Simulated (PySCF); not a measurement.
# CH9AsGaN: geometry, electronic excitations

What electronic excitations should CH9AsGaN (`[H][As@OH25+]([H])([H])[GaH2-][NH]C`) show?

Programs: PySCF 2.14.0, with density-fitted response routines of our own. Each step states its level of theory. These are calculated values for one molecule in the gas phase, unless marked as measured. Atoms count from 0, in the outputs and in this text.

## 1. The starting structure

13 atoms, charge 0, multiplicity 1; geometry from: GFN2-xTB. The atoms were then displaced at random by about 0.01 Å, so the start is not that level's minimum.

Bonds of the start (Å): C0–N1 1.43, N1–Ga2 1.82, Ga2–As3 2.84, C0–H4 1.10, C0–H5 1.12, C0–H6 1.09, N1–H7 1.00, Ga2–H8 1.53, Ga2–H9 1.56, As3–H10 1.51, As3–H11 1.49, As3–H12 1.52.

## 2. Relaxing the molecule at PBE0-D3(BJ)/def2-SVP

The job: settings as JSON, then the geometry in Å.

```
{"job": {"xc": "PBE0", "basis": "def2-SVP", "d3": "d3bj", "grid": 1, "shake": 0.01, "kind": "geom"}, "charge": 0, "multiplicity": 1}
C     -1.636910     0.807540    -0.477750
N     -1.128070    -0.338920     0.209130
Ga    -0.061240    -1.600410    -0.545120
As     2.208900     0.000300     0.041560
H     -1.318560     1.763230    -0.032280
H     -2.756660     0.842300    -0.496310
H     -1.293150     0.810180    -1.516960
H     -1.514160    -0.412480     1.131790
H      0.149900    -1.522110    -2.053710
H      0.269170    -2.861150     0.311960
H      1.895000     0.739120     1.317240
H      3.566360     0.601580    -0.001050
H      1.625230     1.153940    -0.760060
```

Command:

```bash
$ OMP_NUM_THREADS=1 python probes_run.py task.json out
```

One launch serves the whole session: the jobs run in the order shown.

**Question.** This job is followed by: TDDFT PBE0/aug-cc-pVDZ, vertical, gas phase, core orbitals frozen in the response; TDDFT PBE0/def2-TZVPD, vertical, gas phase, core orbitals frozen in the response. Predict these results of the whole session: point group; rotational constants (main isotopes); lowest singlet (PBE0/aug-cc-pVDZ); brightest single state of those computed; lowest triplet; range of the lowest singlet.

As calculated:

```
                                quantity                        value
                             point group                           C1
    rotational constants (main isotopes)         3.42, 1.27, 0.98 GHz
       lowest singlet (PBE0/aug-cc-pVDZ)  4.76 eV (261 nm), f = 0.032
brightest single state of those computed  state 3, 5.21 eV, f = 0.143
                          lowest triplet                      4.22 eV
             range of the lowest singlet              4.76 to 4.96 eV
```

**Reading.** Over 9 steps the energy fell by 0.162 eV; of the close pairs, Ga2–H8 changed most, 1.525 to 1.567 Å. No frequency check was run at this level, so the end point may be a saddle. The lowest singlet, at 4.76 eV, is HOMO→LUMO 0.92 and is weak; of the 10 states computed, the strongest absorption comes from state 3 at 5.21 eV. The lowest triplet lies 0.54 eV below the lowest singlet (triplets in Tamm-Dancoff, singlets in full TDDFT). The lowest singlet runs from 4.76 eV (PBE0/aug-cc-pVDZ) to 4.96 eV (PBE0/def2-TZVPD), while the orbital gap spans 5.62 to 5.85 eV. The lowest state need not be the same one in every run.
